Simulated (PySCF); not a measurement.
**A diatomic session: CsRb−**

An exercise on one series of results from a longer session: the logs are not shown, and one member is left open.

The runs use PySCF 2.14.0; Cs def2-SVPD with ECP46, Rb def2-SVPD with ECP28, scalar-relativistic core potentials.

4 further runs of the same task are left out: 4 set aside as unsound or not needed.

Set-up of the first run:

The job is set up so:

```json
{
 "atoms": "Cs, Rb",
 "charge": "-1",
 "basis": "Cs def2-SVPD with ECP46, Rb def2-SVPD with ECP28",
 "Hamiltonian": "scalar-relativistic core potentials",
 "basis functions": "54",
 "electrons treated": "19",
 "masses in u": "132.9054, 84.9118",
 "levels": "PBE0, PBE, r²SCAN, B2PLYP, r²SCANh, M06, MP2, SCS-MP2, CCSD, CCSD(T)",
 "grid": "80 radial by 434 angular points",
 "occupations": "held fixed by the projection of orbital angular momentum",
 "dissociation limit": "Cs + Rb−, each in its ground configuration",
 "starting distance in angstrom": "4.365",
 "values of 2S to try": "1, 3"
}
```

On the command line:

```
OMP_NUM_THREADS=1 python dia.py task.json out
```

Steps of the session up to this table: Input; PBE0 along the bond; PBE; r²SCAN (meta-GGA); B2PLYP (double hybrid); r²SCANh; M06 (hybrid meta-GGA); Correlated methods on the Hartree–Fock reference.

One of the session's tables, all rows but one given; the rest of the session is left out.

It belongs to the step «The curves together». Energy (eV) from each level's lowest point:

| R (Å) | ROHF-MP2 | ROHF-SCS-MP2 | ROHF-CCSD | ROHF-CCSD(T) | PBE |
| --- | --- | --- | --- | --- | --- |
| 4.382 | 0.056 | 0.069 | n/a | n/a | 0.052 |
| 4.585 | 0.025 | 0.034 | 0.036 | 0.033 | 0.022 |
| 4.789 | 0.007 | 0.012 | 0.013 | 0.012 | 0.006 |
| 4.942 | 0.001 | 0.004 | 0.004 | 0.004 | 0.000 |
| 5.095 | 0.000 | 0.000 | 0.000 | 0.000 | 0.000 |
| 5.248 | 0.003 | 0.001 | 0.000 | 0.001 | 0.003 |
| 5.452 | 0.012 | 0.007 | 0.005 | 0.006 | 0.012 |
| 5.706 | ? | ? | ? | ? | ? |
| 6.012 | 0.054 | 0.042 | 0.040 | 0.042 | 0.048 |
| 6.420 | 0.093 | 0.077 | n/a | n/a | 0.079 |

Q: Estimate the row for R (Å) = 5.706 from the others.

Worked estimate for «ROHF-MP2». A straight line through the neighbours (5.452, 0.012) and (6.012, 0.054) gives 0.012 + (0.054 − 0.012) × (5.706 − 5.452) / (6.012 − 5.452) = 0.031; a parabola fitted to 4 rows on both sides gives 0.029.

**Answer.** ROHF-MP2: 0.029; ROHF-SCS-MP2: 0.020; ROHF-CCSD: 0.018; ROHF-CCSD(T): 0.020; PBE: 0.027. In «ROHF-MP2» the line misses by +0.002 and the parabola by 0.000.
